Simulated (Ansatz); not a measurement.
# PdTe (TePd-type): one cell, many starting occupations (series 2)

Task: map the metastable states of PdTe (TePd-type) by varying the start. Cell and atoms stay fixed.

Program: Ansatz 0.2.0. Level of theory: DFT r²SCAN+U (U_eff = 1 eV on Pd d), plane waves, PAW. These are calculated values, not measurements.

**1. Starting point**

It takes space group P6_3/mmc (No. 194, hexagonal). The conventional cell has a = 4.152 Å, b = 4.152 Å, c = 5.672 Å, α = 90.00°, β = 90.00°, γ = 120.00°. Te (site symmetry -6m2) has 6 Pd at 2.79 Å as nearest neighbours. Pd (site symmetry -3m) has 6 Te at 2.79 Å and 2 Pd at 2.84 Å as nearest neighbours.

As a file:

```cif
data_structure
_symmetry_space_group_name_H-M 'P6_3/mmc'
_symmetry_Int_Tables_number 194
_cell_length_a 4.1521
_cell_length_b 4.1521
_cell_length_c 5.6719
_cell_angle_alpha 90.000
_cell_angle_beta 90.000
_cell_angle_gamma 120.000
_cell_volume 84.68
loop_
_atom_site_label
_atom_site_type_symbol
_atom_site_symmetry_multiplicity
_atom_site_Wyckoff_symbol
_atom_site_fract_x
_atom_site_fract_y
_atom_site_fract_z
_atom_site_occupancy
Te1 Te 2 d 0.33333 0.66667 0.75000 1
Pd1 Pd 2 a 0.00000 0.00000 0.50000 1
```

Magnetic order typed: antiferromagnetic, doubled cell 0 1/2 0.

The runs: random orbitals: single harmonics, second filling; random orbitals: fully mixed, first filling; random orbitals: single harmonics, first filling; random orbitals: fully mixed, one electron more; random orbitals: drawn by pairs, first filling.

An earlier series on this cell reached its lowest free state from «from atoms, symmetry kept, no search», perhaps among other starts (it ended without moments).

**2. Random orbitals: single harmonics, second filling**

Input file input.yaml:

```yaml
crystal:
  lattice:
    - [4.15209743, 0.0, 0.0]
    - [-4.15209742, 7.1916437, 0.0]
    - [0.0, 0.0, 5.6718989]
  atoms:
    - { symbol: Te, position: [0.3333333333, 0.3333333334, 0.25] }
    - { symbol: Te, position: [0.6666666667, 0.1666666666, 0.75] }
    - { symbol: Pd, position: [0.0, 0.0, 0.0], spin: 0.3 }
    - { symbol: Pd, position: [0.0, 0.0, 0.5], spin: 0.3 }
    - { symbol: Te, position: [0.3333333333, 0.8333333333, 0.25] }
    - { symbol: Te, position: [0.6666666667, 0.6666666666, 0.75] }
    - { symbol: Pd, position: [0.0, 0.5, 0.0], spin: -0.3 }
    - { symbol: Pd, position: [0.0, 0.5, 0.5], spin: -0.3 }
basis:
  ecutwfc: 500
  ecutrho_ratio: 4
kpoints:
  mp_grid: { grid: [5, 5, 4] }
hamiltonian:
  xc: r2scan
  hubbard:
    sites:
      - { site: 2, l: d, u_eff: 1.0, starting_ns: [{ spin: up, occupation_matrix: s2up }, { spin: down, occupation_matrix: s2down }] }
      - { site: 3, l: d, u_eff: 1.0, starting_ns: [{ spin: up, occupation_matrix: s3up }, { spin: down, occupation_matrix: s3down }] }
      - { site: 6, l: d, u_eff: 1.0, starting_ns: [{ spin: up, occupation_matrix: s6up }, { spin: down, occupation_matrix: s6down }] }
      - { site: 7, l: d, u_eff: 1.0, starting_ns: [{ spin: up, occupation_matrix: s7up }, { spin: down, occupation_matrix: s7down }] }
    occupation_matrices:
      s2up:
        matrix:
          - [0.97, 0.0, 0.0, 0.0, 0.0]
          - [0.0, 0.97, 0.0, 0.0, 0.0]
          - [0.0, 0.0, 0.97, 0.0, 0.0]
          - [0.0, 0.0, 0.0, 0.97, 0.0]
          - [0.0, 0.0, 0.0, 0.0, 0.02]
      s2down:
        matrix:
          - [0.97, 0.0, 0.0, 0.0, 0.0]
          - [0.0, 0.97, 0.0, 0.0, 0.0]
          - [0.0, 0.0, 0.02, 0.0, 0.0]
          - [0.0, 0.0, 0.0, 0.97, 0.0]
          - [0.0, 0.0, 0.0, 0.0, 0.97]
      s3up:
        matrix:
          - [0.97, 0.0, 0.0, 0.0, 0.0]
          - [0.0, 0.97, 0.0, 0.0, 0.0]
          - [0.0, 0.0, 0.97, 0.0, 0.0]
          - [0.0, 0.0, 0.0, 0.97, 0.0]
          - [0.0, 0.0, 0.0, 0.0, 0.02]
      s3down:
        matrix:
          - [0.97, 0.0, 0.0, 0.0, 0.0]
          - [0.0, 0.97, 0.0, 0.0, 0.0]
          - [0.0, 0.0, 0.02, 0.0, 0.0]
          - [0.0, 0.0, 0.0, 0.97, 0.0]
          - [0.0, 0.0, 0.0, 0.0, 0.97]
      s6up:
        matrix:
          - [0.97, 0.0, 0.0, 0.0, 0.0]
          - [0.0, 0.97, 0.0, 0.0, 0.0]
          - [0.0, 0.0, 0.02, 0.0, 0.0]
          - [0.0, 0.0, 0.0, 0.97, 0.0]
          - [0.0, 0.0, 0.0, 0.0, 0.97]
      s6down:
        matrix:
          - [0.97, 0.0, 0.0, 0.0, 0.0]
          - [0.0, 0.97, 0.0, 0.0, 0.0]
          - [0.0, 0.0, 0.97, 0.0, 0.0]
          - [0.0, 0.0, 0.0, 0.97, 0.0]
          - [0.0, 0.0, 0.0, 0.0, 0.02]
      s7up:
        matrix:
          - [0.97, 0.0, 0.0, 0.0, 0.0]
          - [0.0, 0.97, 0.0, 0.0, 0.0]
          - [0.0, 0.0, 0.02, 0.0, 0.0]
          - [0.0, 0.0, 0.0, 0.97, 0.0]
          - [0.0, 0.0, 0.0, 0.0, 0.97]
      s7down:
        matrix:
          - [0.97, 0.0, 0.0, 0.0, 0.0]
          - [0.0, 0.97, 0.0, 0.0, 0.0]
          - [0.0, 0.0, 0.97, 0.0, 0.0]
          - [0.0, 0.0, 0.0, 0.97, 0.0]
          - [0.0, 0.0, 0.0, 0.0, 0.02]
    ns_hold: until_converged
scf:
  occupations: { method: gaussian, width: 0.05 }
  lower_state_search: "off"
  max_iter: 150
output:
  forces: true
  stress: true
  eigenvalues: true
  populations: true
  hubbard:
    sites:
      - { site: 2, l: d }
      - { site: 3, l: d }
      - { site: 6, l: d }
      - { site: 7, l: d }
magnetization:
  spin_polarized: true
```

The typed matrices put 0.97 on the chosen orbitals and 0.02 on the others, and are held until the SCF converges, then released.

Launch:

```sh
ansatz run input.yaml --threads 8 --pin off --max-ram 12288MiB --backend cpu --events-out ev --progress --plain --runs-dir out
```

Output, shortened:

```text
Warning: RAYON_NUM_THREADS=8 ignored (pool sized by the plan → 8); use --threads N
Te: projections on atomic orbitals take those of the free atom [Kr] 4d10 5s2 5p4, of charge +0.00 (hamiltonian.pseudopotentials.projection_atoms); the dataset's partial waves leave at most 7.8e-6 of an orbital's norm unspanned inside its sphere
Pd: projections on atomic orbitals take those of the free atom [Ar 3d10] 4s2 4p6 4d10, of charge +0.00 (hamiltonian.pseudopotentials.projection_atoms); the dataset's partial waves leave at most 1.0e-5 of an orbital's norm unspanned inside its sphere
[...]
Pseudopotentials: kind: paw
Pseudopotential: Te, paw, valence charge 16, recommended cutoff 500 eV (meta_gga), Te.paw.azcp
Pseudopotential: Pd, paw, valence charge 18, recommended cutoff 500 eV (meta_gga), Pd.paw.azcp
Functional definition: r2SCAN
[...]
Crystal: 8 atoms, lattice volume = 169.365 Å³
Basis set: ecut = 500 eV, 4305 PW (Γ), exchange–correlation on 128×256×180 points (64 copies of the dense FFT grid, shifted against one another)
Bands: 83, of which v1, the nominal top of the filled ones, is band 68 counted from 1 (67 counted from 0)
[...]
WARN: the translation (0, 0.5, 0) carries every atom to within crystal.symmetry.tolerance of an atom of its element with the starting moment reversed, but both spin channels are solved: site 0 translated lies 7.07e-11 (fractional; 3.60e-10 Å) from site 4 (counted from 0 in this solve's [...]
WARN: the starting moments were not kept: the SCF closed with an absolute magnetisation of 2.2e-5 μB, where they sum to 1.2 μB in size (4 sites). That is at most 0.1 of that sum. Measured as dr2_m measures the in/out step, that magnetisation stands 1.7e-11 eV from none, at or under the [...]
WARN: hamiltonian.hubbard: on 8 of 8 specified blocks the occupation matrix of this SCF's result fails the test of the specified filling. At site 2 ↑ (sites count from 0 in the list of atoms of the cell that this SCF solves) the least filled combination of the orbitals specified full has [...]
  Pd6 d_4D dn     Tr n = 4.6842  λ = 0.866 0.870 0.976 0.986 0.986  [yz 0.56 Eg(1.00)/Ag(1.00) | xz 0.56 Eg(1.00)/Bg(1.00) | z2 1.00 A1g(1.00)/Ag(1.00) | x2-y2 0.56 Eg(1.00)/Ag(1.00) | xy 0.56 Eg(1.00)/Bg(1.00)]
  specified occupation → Pd6 d_4D up: matrix, ‖Δ‖_F = 0.9093, Tr Δ = -0.7842, displaced = 0.5328, d_λ = 0.8526; orbital distance = 0.9386
  specified occupation → Pd6 d_4D dn: matrix, ‖Δ‖_F = 0.9258, Tr Δ = -0.7842, displaced = 0.5479, d_λ = 0.8526; orbital distance = 1.4142
  Pd7 d_4D: site group D3d (-3m); on the run's cell C2h (2/m)
  Pd7 d_4D up     Tr n = 4.6842  λ = 0.866 0.870 0.976 0.986 0.986  [yz 0.56 Eg(1.00)/Ag(1.00) | xz 0.56 Eg(1.00)/Bg(1.00) | z2 1.00 A1g(1.00)/Ag(1.00) | x2-y2 0.56 Eg(1.00)/Ag(1.00) | xy 0.56 Eg(1.00)/Bg(1.00)]
  Pd7 d_4D dn     Tr n = 4.6842  λ = 0.866 0.870 0.976 0.986 0.986  [yz 0.56 Eg(1.00)/Ag(1.00) | xz 0.56 Eg(1.00)/Bg(1.00) | z2 1.00 A1g(1.00)/Ag(1.00) | x2-y2 0.56 Eg(1.00)/Ag(1.00) | xy 0.56 Eg(1.00)/Bg(1.00)]
  specified occupation → Pd7 d_4D up: matrix, ‖Δ‖_F = 0.9093, Tr Δ = -0.7842, displaced = 0.5328, d_λ = 0.8526; orbital distance = 0.9386
  specified occupation → Pd7 d_4D dn: matrix, ‖Δ‖_F = 0.9258, Tr Δ = -0.7842, displaced = 0.5479, d_λ = 0.8526; orbital distance = 1.4142
  Tr n, λ and their labels are of the run-group-symmetrised matrices; stabiliser: 32 of 32 elements of G0×{1,Θ} (closed), max defect 8.9e-7 at τ = 7.9e-5
```

Wall time 54 s (8 threads of Arm Neoverse V1, shared host); peak memory 1.9 GiB.

Result: no gap, pressure 2.7 GPa, no moment over 0.05 μB in any sphere, largest force component 0.03 eV/Å, 8 symmetry operations imposed. The program reports that the typed filling wasn't kept.

The shells' filling, with natural orbitals sorted by occupation:

| shell | channel | electrons | over 0.8 | 0.2 to 0.8 | under 0.2 |
| --- | --- | --- | --- | --- | --- |
| Pd 4d (atom 3) | up | 4.68 | 5 | 0 | 0 |
| Pd 4d (atom 3) | down | 4.68 | 5 | 0 | 0 |

**3. Random orbitals: fully mixed, first filling**

Input file input.yaml:

```yaml
crystal:
  lattice:
    - [4.15209743, 0.0, 0.0]
    - [-4.15209742, 7.1916437, 0.0]
    - [0.0, 0.0, 5.6718989]
  atoms:
    - { symbol: Te, position: [0.3333333333, 0.3333333334, 0.25] }
    - { symbol: Te, position: [0.6666666667, 0.1666666666, 0.75] }
    - { symbol: Pd, position: [0.0, 0.0, 0.0], spin: 2.0 }
    - { symbol: Pd, position: [0.0, 0.0, 0.5], spin: 2.0 }
    - { symbol: Te, position: [0.3333333333, 0.8333333333, 0.25] }
    - { symbol: Te, position: [0.6666666667, 0.6666666666, 0.75] }
    - { symbol: Pd, position: [0.0, 0.5, 0.0], spin: -2.0 }
    - { symbol: Pd, position: [0.0, 0.5, 0.5], spin: -2.0 }
basis:
  ecutwfc: 500
  ecutrho_ratio: 4
kpoints:
  mp_grid: { grid: [5, 5, 4] }
hamiltonian:
  xc: r2scan
  hubbard:
    sites:
      - { site: 2, l: d, u_eff: 1.0, starting_ns: [{ spin: up, occupation_matrix: s2up }, { spin: down, occupation_matrix: s2down }] }
      - { site: 3, l: d, u_eff: 1.0, starting_ns: [{ spin: up, occupation_matrix: s3up }, { spin: down, occupation_matrix: s3down }] }
      - { site: 6, l: d, u_eff: 1.0, starting_ns: [{ spin: up, occupation_matrix: s6up }, { spin: down, occupation_matrix: s6down }] }
      - { site: 7, l: d, u_eff: 1.0, starting_ns: [{ spin: up, occupation_matrix: s7up }, { spin: down, occupation_matrix: s7down }] }
    occupation_matrices:
      s2up:
        matrix:
          - [0.97, 0.0, 0.0, 0.0, 0.0]
          - [0.0, 0.97, 0.0, 0.0, 0.0]
          - [0.0, 0.0, 0.97, 0.0, 0.0]
          - [0.0, 0.0, 0.0, 0.97, 0.0]
          - [0.0, 0.0, 0.0, 0.0, 0.97]
      s2down:
        matrix:
          - [0.46957, -0.17814, -0.02086, 0.32932, -0.29044]
          - [-0.17814, 0.10113, 0.07459, -0.17377, 0.05478]
          - [-0.02086, 0.07459, 0.96078, 0.04336, -0.02821]
          - [0.32932, -0.17377, 0.04336, 0.64814, 0.24828]
          - [-0.29044, 0.05478, -0.02821, 0.24828, 0.77037]
      s3up:
        matrix:
          - [0.97, 0.0, 0.0, 0.0, 0.0]
          - [0.0, 0.97, 0.0, 0.0, 0.0]
          - [0.0, 0.0, 0.97, 0.0, 0.0]
          - [0.0, 0.0, 0.0, 0.97, 0.0]
          - [0.0, 0.0, 0.0, 0.0, 0.97]
      s3down:
        matrix:
          - [0.46957, -0.17814, -0.02086, 0.32932, -0.29044]
          - [-0.17814, 0.10113, 0.07459, -0.17377, 0.05478]
          - [-0.02086, 0.07459, 0.96078, 0.04336, -0.02821]
          - [0.32932, -0.17377, 0.04336, 0.64814, 0.24828]
          - [-0.29044, 0.05478, -0.02821, 0.24828, 0.77037]
      s6up:
        matrix:
          - [0.46957, -0.17814, -0.02086, 0.32932, -0.29044]
          - [-0.17814, 0.10113, 0.07459, -0.17377, 0.05478]
          - [-0.02086, 0.07459, 0.96078, 0.04336, -0.02821]
          - [0.32932, -0.17377, 0.04336, 0.64814, 0.24828]
          - [-0.29044, 0.05478, -0.02821, 0.24828, 0.77037]
      s6down:
        matrix:
          - [0.97, 0.0, 0.0, 0.0, 0.0]
          - [0.0, 0.97, 0.0, 0.0, 0.0]
          - [0.0, 0.0, 0.97, 0.0, 0.0]
          - [0.0, 0.0, 0.0, 0.97, 0.0]
          - [0.0, 0.0, 0.0, 0.0, 0.97]
      s7up:
        matrix:
          - [0.46957, -0.17814, -0.02086, 0.32932, -0.29044]
          - [-0.17814, 0.10113, 0.07459, -0.17377, 0.05478]
          - [-0.02086, 0.07459, 0.96078, 0.04336, -0.02821]
          - [0.32932, -0.17377, 0.04336, 0.64814, 0.24828]
          - [-0.29044, 0.05478, -0.02821, 0.24828, 0.77037]
      s7down:
        matrix:
          - [0.97, 0.0, 0.0, 0.0, 0.0]
          - [0.0, 0.97, 0.0, 0.0, 0.0]
          - [0.0, 0.0, 0.97, 0.0, 0.0]
          - [0.0, 0.0, 0.0, 0.97, 0.0]
          - [0.0, 0.0, 0.0, 0.0, 0.97]
    ns_hold: { iters: 5 }
scf:
  occupations: { method: gaussian, width: 0.05 }
  lower_state_search: "off"
  max_iter: 150
output:
  forces: true
  stress: true
  eigenvalues: true
  populations: true
  hubbard:
    sites:
      - { site: 2, l: d }
      - { site: 3, l: d }
      - { site: 6, l: d }
      - { site: 7, l: d }
magnetization:
  spin_polarized: true
```

The typed matrices put 0.97 on the chosen orbitals and 0.02 on the others, and are held for 5 cycles.

Launch:

```sh
ansatz run input.yaml --threads 8 --pin off --max-ram 12288MiB --backend cpu --events-out ev --progress --plain --runs-dir out
```

Output, shortened:

```text
Warning: crystal.symmetry: narrowed to the stabiliser of the occupation matrices — unitary ops 8 → 2, anti-unitary 8 → 2; lowered by the specified shells (site 2, l: d), (site 3, l: d), (site 6, l: d), (site 7, l: d); largest admitted image defect 4.4e-16, smallest excluded 3.6e-1 — at a [...]
Warning: RAYON_NUM_THREADS=8 ignored (pool sized by the plan → 8); use --threads N
Te: projections on atomic orbitals take those of the free atom [Kr] 4d10 5s2 5p4, of charge +0.00 (hamiltonian.pseudopotentials.projection_atoms); the dataset's partial waves leave at most 7.8e-6 of an orbital's norm unspanned inside its sphere
Pd: projections on atomic orbitals take those of the free atom [Ar 3d10] 4s2 4p6 4d10, of charge +0.00 (hamiltonian.pseudopotentials.projection_atoms); the dataset's partial waves leave at most 1.0e-5 of an orbital's norm unspanned inside its sphere
[...]
[... 2 set-up lines as earlier in the session ...]
[...]
WARN: the translation (0, 0.5, 0) carries every atom to within crystal.symmetry.tolerance of an atom of its element with the starting moment reversed, but both spin channels are solved: site 0 translated lies 7.07e-11 (fractional; 3.60e-10 Å) from site 4 (counted from 0 in this solve's [...]
WARN: the starting moments were not kept: the SCF closed with an absolute magnetisation of 1.7e-5 μB, where they sum to 8 μB in size (4 sites). That is at most 0.1 of that sum. Measured as dr2_m measures the in/out step, that magnetisation stands 1.4e-11 eV from none, at or under the [...]
WARN: hamiltonian.hubbard: on 4 of 8 specified blocks the occupation matrix of this SCF's result fails the test of the specified filling. At site 2 ↓ (sites count from 0 in the list of atoms of the cell that this SCF solves) the least filled combination of the orbitals specified full has [...]
  specified occupation → Pd6 d_4D up: matrix, ‖Δ‖_F = 1.3161, Tr Δ = -1.7342, displaced = 1.0022, d_λ = 1.1997; orbital distance = 1.6402
  specified occupation → Pd6 d_4D dn: matrix, ‖Δ‖_F = 0.1459, Tr Δ = +0.1658, displaced = 0.1208, d_λ = 0.1459; orbital distance = 0.0000
  Pd7 d_4D: site group D3d (-3m); on the run's cell C2h (2/m)
  Pd7 d_4D up     Tr n = 4.6842  λ = 0.866 0.870 0.976 0.986 0.986  [yz 0.56 Eg(1.00)/Ag(1.00) | xz 0.56 Eg(1.00)/Bg(1.00) | z2 1.00 A1g(1.00)/Ag(1.00) | 2× x2-y2 0.28 Eg(1.00)/Ag(0.50)]
  Pd7 d_4D dn     Tr n = 4.6842  λ = 0.866 0.870 0.976 0.986 0.986  [yz 0.56 Eg(1.00)/Ag(1.00) | xz 0.56 Eg(1.00)/Bg(1.00) | z2 1.00 A1g(1.00)/Ag(1.00) | 2× x2-y2 0.28 Eg(1.00)/Ag(0.50)]
  specified occupation → Pd7 d_4D up: matrix, ‖Δ‖_F = 1.2986, Tr Δ = -1.7342, displaced = 0.9754, d_λ = 1.1997; orbital distance = 1.5100
  specified occupation → Pd7 d_4D dn: matrix, ‖Δ‖_F = 0.1459, Tr Δ = +0.1658, displaced = 0.1208, d_λ = 0.1459; orbital distance = 0.0000
  Tr n, λ and their labels are of the run-group-symmetrised matrices; stabiliser: 32 of 32 elements of G0×{1,Θ} (closed), max defect 9.9e-7 at τ = 1.3e-4
```

Wall time 81 s (8 threads of Arm Neoverse V1, shared host); peak memory 2.6 GiB.

Result: no gap, pressure 2.7 GPa, no moment over 0.05 μB in any sphere, largest force component 0.03 eV/Å, 2 symmetry operations imposed. The program reports that the typed filling wasn't kept.

How the shells are filled (orbitals counted by the eigenvalues of the occupation matrices):

| shell | channel | electrons | over 0.8 | 0.2 to 0.8 | under 0.2 |
| --- | --- | --- | --- | --- | --- |
| Pd 4d (atom 3) | up | 4.68 | 5 | 0 | 0 |
| Pd 4d (atom 3) | down | 4.68 | 5 | 0 | 0 |

**4. Random orbitals: single harmonics, first filling**

Edit input.yaml of step 3 so:

```diff
@@ -37,7 +37,7 @@
         matrix:
-          - [0.46957, -0.17814, -0.02086, 0.32932, -0.29044]
-          - [-0.17814, 0.10113, 0.07459, -0.17377, 0.05478]
-          - [-0.02086, 0.07459, 0.96078, 0.04336, -0.02821]
-          - [0.32932, -0.17377, 0.04336, 0.64814, 0.24828]
-          - [-0.29044, 0.05478, -0.02821, 0.24828, 0.77037]
+          - [0.02, 0.0, 0.0, 0.0, 0.0]
+          - [0.0, 0.97, 0.0, 0.0, 0.0]
+          - [0.0, 0.0, 0.97, 0.0, 0.0]
+          - [0.0, 0.0, 0.0, 0.02, 0.0]
+          - [0.0, 0.0, 0.0, 0.0, 0.97]
       s3up:
@@ -51,14 +51,14 @@
         matrix:
-          - [0.46957, -0.17814, -0.02086, 0.32932, -0.29044]
-          - [-0.17814, 0.10113, 0.07459, -0.17377, 0.05478]
-          - [-0.02086, 0.07459, 0.96078, 0.04336, -0.02821]
-          - [0.32932, -0.17377, 0.04336, 0.64814, 0.24828]
-          - [-0.29044, 0.05478, -0.02821, 0.24828, 0.77037]
+          - [0.02, 0.0, 0.0, 0.0, 0.0]
+          - [0.0, 0.97, 0.0, 0.0, 0.0]
+          - [0.0, 0.0, 0.97, 0.0, 0.0]
+          - [0.0, 0.0, 0.0, 0.02, 0.0]
+          - [0.0, 0.0, 0.0, 0.0, 0.97]
       s6up:
         matrix:
-          - [0.46957, -0.17814, -0.02086, 0.32932, -0.29044]
-          - [-0.17814, 0.10113, 0.07459, -0.17377, 0.05478]
-          - [-0.02086, 0.07459, 0.96078, 0.04336, -0.02821]
-          - [0.32932, -0.17377, 0.04336, 0.64814, 0.24828]
-          - [-0.29044, 0.05478, -0.02821, 0.24828, 0.77037]
+          - [0.02, 0.0, 0.0, 0.0, 0.0]
+          - [0.0, 0.97, 0.0, 0.0, 0.0]
+          - [0.0, 0.0, 0.97, 0.0, 0.0]
+          - [0.0, 0.0, 0.0, 0.02, 0.0]
+          - [0.0, 0.0, 0.0, 0.0, 0.97]
       s6down:
@@ -72,7 +72,7 @@
         matrix:
-          - [0.46957, -0.17814, -0.02086, 0.32932, -0.29044]
-          - [-0.17814, 0.10113, 0.07459, -0.17377, 0.05478]
-          - [-0.02086, 0.07459, 0.96078, 0.04336, -0.02821]
-          - [0.32932, -0.17377, 0.04336, 0.64814, 0.24828]
-          - [-0.29044, 0.05478, -0.02821, 0.24828, 0.77037]
+          - [0.02, 0.0, 0.0, 0.0, 0.0]
+          - [0.0, 0.97, 0.0, 0.0, 0.0]
+          - [0.0, 0.0, 0.97, 0.0, 0.0]
+          - [0.0, 0.0, 0.0, 0.02, 0.0]
+          - [0.0, 0.0, 0.0, 0.0, 0.97]
       s7down:
```

The typed matrices put 0.97 on the chosen orbitals and 0.02 on the others, and are held for 5 cycles.

Launch:

```sh
ansatz run input.yaml --threads 8 --pin off --max-ram 12288MiB --backend cpu --events-out ev --progress --plain --runs-dir out
```

Output, shortened:

```text
Warning: RAYON_NUM_THREADS=8 ignored (pool sized by the plan → 8); use --threads N
Te: projections on atomic orbitals take those of the free atom [Kr] 4d10 5s2 5p4, of charge +0.00 (hamiltonian.pseudopotentials.projection_atoms); the dataset's partial waves leave at most 7.8e-6 of an orbital's norm unspanned inside its sphere
Pd: projections on atomic orbitals take those of the free atom [Ar 3d10] 4s2 4p6 4d10, of charge +0.00 (hamiltonian.pseudopotentials.projection_atoms); the dataset's partial waves leave at most 1.0e-5 of an orbital's norm unspanned inside its sphere
[...]
[... 4 set-up lines as earlier in the session ...]
[...]
WARN: the translation (0, 0.5, 0) carries every atom to within crystal.symmetry.tolerance of an atom of its element with the starting moment reversed, but both spin channels are solved: site 0 translated lies 7.07e-11 (fractional; 3.60e-10 Å) from site 4 (counted from 0 in this solve's [...]
WARN: the starting moments were not kept: the SCF closed with an absolute magnetisation of 1.4e-5 μB, where they sum to 8 μB in size (4 sites). That is at most 0.1 of that sum. Measured as dr2_m measures the in/out step, that magnetisation stands 9.6e-12 eV from none, at or under the [...]
WARN: hamiltonian.hubbard: on 4 of 8 specified blocks the occupation matrix of this SCF's result fails the test of the specified filling. At site 2 ↓ (sites count from 0 in the list of atoms of the cell that this SCF solves) the least filled combination of the orbitals specified full has [...]
  specified occupation → Pd6 d_4D dn: matrix, ‖Δ‖_F = 0.1459, Tr Δ = +0.1658, displaced = 0.1208, d_λ = 0.1459; orbital distance = 0.0000
  Pd7 d_4D: site group D3d (-3m); on the run's cell C2h (2/m)
  Pd7 d_4D up     Tr n = 4.6842  λ = 0.866 0.870 0.976 0.986 0.986  [yz 0.56 Eg(1.00)/Ag(1.00) | xz 0.56 Eg(1.00)/Bg(1.00) | z2 1.00 A1g(1.00)/Ag(1.00) | x2-y2 0.56 Eg(1.00)/Ag(1.00) | xy 0.56 Eg(1.00)/Bg(1.00)]
  Pd7 d_4D dn     Tr n = 4.6842  λ = 0.866 0.870 0.976 0.986 0.986  [yz 0.56 Eg(1.00)/Ag(1.00) | xz 0.56 Eg(1.00)/Bg(1.00) | z2 1.00 A1g(1.00)/Ag(1.00) | x2-y2 0.56 Eg(1.00)/Ag(1.00) | xy 0.56 Eg(1.00)/Bg(1.00)]
  specified occupation → Pd7 d_4D up: matrix, ‖Δ‖_F = 1.3295, Tr Δ = -1.7342, displaced = 1.0219, d_λ = 1.1997; orbital distance = 1.7661
  specified occupation → Pd7 d_4D dn: matrix, ‖Δ‖_F = 0.1459, Tr Δ = +0.1658, displaced = 0.1208, d_λ = 0.1459; orbital distance = 0.0000
  Tr n, λ and their labels are of the run-group-symmetrised matrices; stabiliser: 32 of 32 elements of G0×{1,Θ} (closed), max defect 8.1e-7 at τ = 1.1e-4
```

Run time: 43 s. Hardware: 8 threads of Arm Neoverse V1, shared host; peak memory 2 GiB.

It ends with no gap, pressure 2.7 GPa, no moment over 0.05 μB in any sphere, largest force component 0.03 eV/Å, 8 symmetry operations imposed. The program reports that the typed filling wasn't kept.

How the shells are filled (orbitals counted by the eigenvalues of the occupation matrices):

| shell | channel | electrons | over 0.8 | 0.2 to 0.8 | under 0.2 |
| --- | --- | --- | --- | --- | --- |
| Pd 4d (atom 3) | up | 4.68 | 5 | 0 | 0 |
| Pd 4d (atom 3) | down | 4.68 | 5 | 0 | 0 |

[end of part 1 of 2]
